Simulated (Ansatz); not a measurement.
The system is ScSi2.

```
CELL_PARAMETERS angstrom
3.66000 0.00000 0.00000
-1.83000 3.16965 0.00000
0.00000 0.00000 3.87000
ATOMIC_POSITIONS crystal
Sc 0.00000 0.00000 0.00000
Si 0.66667 0.33333 0.50000
Si 0.33333 0.66667 0.50000
```

| Item | Value |
| --- | --- |
| Program | Ansatz 0.2.0 |
| Task | single point |
| Functional | PBE |
| Potentials or basis | Ansatz PAW |
| Cutoff | 420 eV (not typed: the program's choice for these potentials) |
| k mesh | 8 × 8 × 7 |
| Occupations | fermi-dirac, width 0.05 eV |
| Spin | no spin polarisation |

On this cell: pressure 25.1 GPa; largest force under 0.003 eV/Å; band gap on the k mesh none (metal or under the smearing width).

The same run follows on a disturbed copy (atoms moved at random, drawn with an rms of 0.05 Å):

```xyz
3
Lattice="3.6600 0.0000 0.0000 -1.8300 3.1697 0.0000 0.0000 0.0000 3.8700" Properties=species:S:1:pos:R:3 pbc="T T T"
Sc   -0.0059    0.0089   -0.0475
Si    1.8350    1.0981    1.9719
Si   -0.0511    2.1375    1.9350
```

Q: What changes?

A: The energy (extrapolated to zero smearing) moves by +23.0 meV/atom; pressure 25.6 GPa; largest force 1.670 eV/Å; band gap on the k mesh none (metal or under the smearing width).

Forces in eV/Å, atoms in the order of the input:
```
Sc  -0.088  0.127  0.640
Si  -1.463 -0.606 -0.250
Si   1.551  0.479 -0.390
```

Stress tensor (GPa, compression positive):
```
39.74  5.52 -0.21
 5.52 36.06  0.12
-0.21  0.12  1.13
```

Caveats: so large a pressure means that the cell lies far from this level's equilibrium, or that cutoff or potentials fall short (some runs).
